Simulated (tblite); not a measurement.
# C10H24F2Si4: the cost of one run

Programs: PySCF 2.14.0 with density-fitted response routines of our own, and tblite 0.8.0. All values are computed, except where a source is named. Atoms count from 0 throughout.

## 1. The starting structure

40 atoms, charge 0, multiplicity 1; geometry from: MMFF94s geometry.

Bonds of the start (Å): C0–C1 1.35, C0–H16 1.09, C0–H17 1.08, C10–H34 1.09, C10–H35 1.10, C10–Si11 1.87, C14–C15 1.53, C14–H36 1.08, C14–H37 1.10, C15–H38 1.11, C15–H39 1.11, C1–H18 1.10, C1–Si2 1.83, C3–C4 1.52, C3–H20 1.11, C3–H21 1.10, C4–H22 1.08, C4–H23 1.09, C4–Si5 1.89, C6–C7 1.53, C6–H26 1.10, C6–H27 1.10, C7–H28 1.10, C7–H29 1.09 and more.

## 2. GFN2-xTB relaxation, conformer 1

What the job is given:

```
{"job": {"xc": "GFN2-xTB", "basis": "xTB", "kind": "relax"}, "charge": 0, "multiplicity": 1}
C      4.534900    -0.982400     1.835500
C      3.591700    -0.012000     1.790300
Si     2.805100     0.650100     0.280100
C      1.471900     1.946200     0.732800
C      0.748000     2.593700    -0.439200
Si    -0.910600     3.408200    -0.040100
C     -2.092600     2.116400     0.654900
C     -2.346100     0.904600    -0.247100
Si    -3.201200    -0.558500     0.579200
C     -3.105700    -2.129800    -0.443700
C     -1.877400    -3.043300    -0.261500
Si    -0.262700    -2.549600    -1.070600
F      0.547100    -3.867200    -1.462100
F     -0.606300    -1.711800    -2.398800
C      0.827700    -1.472200     0.017800
C      1.968300    -0.744000    -0.698700
H      4.946500    -1.303100     2.787500
H      4.902000    -1.470500     0.939900
H      3.258700     0.444900     2.730300
H      3.828700     1.304200    -0.566300
H      0.754600     1.430800     1.398400
H      1.944100     2.719500     1.355000
H      0.552600     1.865300    -1.218500
H      1.399700     3.341400    -0.899700
H     -1.483600     4.002400    -1.266700
H     -0.709300     4.480600     0.972700
H     -1.673500     1.785400     1.617600
H     -3.045500     2.607800     0.895200
H     -2.950100     1.212600    -1.117400
H     -1.403000     0.534800    -0.651100
H     -2.537900    -0.816900     1.880700
H     -4.629200    -0.206300     0.829400
H     -3.230100    -1.871400    -1.508100
H     -3.980700    -2.720800    -0.163100
H     -2.132000    -4.014700    -0.692700
H     -1.693800    -3.216400     0.804400
H      0.181300    -0.756100     0.512400
H      1.253400    -2.102900     0.809700
H      2.746700    -1.471100    -1.005200
H      1.591500    -0.288000    -1.635200
```

Command:

```bash
> OMP_NUM_THREADS=1 python ens_run.py task.json out
```

One launch serves the whole session.

Q: Estimate the wall time of this first job on 1 thread of Arm Neoverse V1, shared host.

About 6.3 s.
